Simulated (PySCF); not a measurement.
# TaHF: relaxation and vibrations of the quartet

The task is one start of a wider search on TaHF: the quartet, from a bent start. It is relaxed, tested by its Hessian and followed downhill if it is a saddle.

Computed with PySCF 2.14.0. Level: PBE0, basis Ta def2-TZVP with ECP60, H def2-TZVP, F def2-TZVP, scalar-relativistic core potentials, no spin–orbit coupling, density fitting.

**1. The system as given**

3 atoms, charge 0, spin multiplicity 4.

Bond lengths: Ta1–H2 1.780 Å, Ta1–F3 2.100 Å. Angles: H2–Ta1–F3 110.0°.

Coordinates in bohr (charge 0 multiplicity 4):
```
Ta    0.0000    0.0000    0.0000
H    -2.7554    0.0000    1.9294
F     3.2507    0.0000    2.2762
```

**2. First SCF at the start**

One driver script runs all steps and calls PySCF; scf.py shows how it sets up the SCF of each step. The optimiser is the driver's own. After this first run the driver tries any further starts and a stability analysis.

scf.py

```python
from pyscf import gto, scf, dft
mol = gto.M(atom='''
Ta     0.000000     0.000000     0.000000
H     -1.458100     0.000000     1.021000
F      1.720200     0.000000     1.204500''',
    basis={'Ta': 'def2-TZVP', 'H': 'def2-TZVP', 'F': 'def2-TZVP'},
    ecp={'Ta': 'def2-TZVP'},
    charge=0, spin=3)
mf = dft.UKS(mol, xc='PBE0')
mf.grids.atom_grid = (50, 194)
aux = {'Ta': 'def2-universal-JKFIT', 'H': 'def2-universal-JKFIT', 'F': 'def2-universal-JKFIT'}
mf = mf.density_fit(auxbasis=aux)
mf.conv_tol = 1e-08
mf.diis_space = 10
mf.max_cycle = 60
mf.init_guess = 'minao'
mf.verbose = 4
mf.kernel()
```

The run is started by

```sh
OMP_NUM_THREADS=2 python axn.py task.json out
```

The runs that follow: Relaxation: bent start, quartet; Frequencies.

What does the calculation give? Wanted: minimum; geometry; wavenumbers; dipole moment; highest occupied, lowest empty level; polar-tensor charge of Ta1; zero-point energy; atomisation energy; ⟨S²⟩.

As calculated:

| quantity | value |
| --- | --- |
| minimum | quartet, Cs |
| geometry | Ta–F 1.861 Å, Ta–H 1.807 Å; F–Ta–H 131.4° |
| wavenumbers (cm⁻¹) | 413 (a'), 671 (a'), 1787 (a') |
| dipole moment | 1.58 D |
| highest occupied, lowest empty level (either spin) | -5.50, -2.30 eV |
| polar-tensor charge of Ta1 | +0.85 e |
| zero-point energy | 17.2 kJ/mol |
| entropy at 298.15 K | 277.1 J/(mol K) |
| atomisation energy (no zero-point energy) | 887 kJ/mol |
| ⟨S²⟩ | 3.758 |

What this shows: The molecule stays Cs, as typed, and the end point is a minimum. The strongest infrared band lies at 1787 cm⁻¹ (a', stretch). Most of the spin sits on Ta1 (Mulliken spin 3.09, against 3 for the whole molecule). Other starts or spin states, not run here, may lie lower. One determinant may miss the lowest occupation of an open d or f shell. With an element this heavy the missing spin–orbit coupling can shift these numbers.
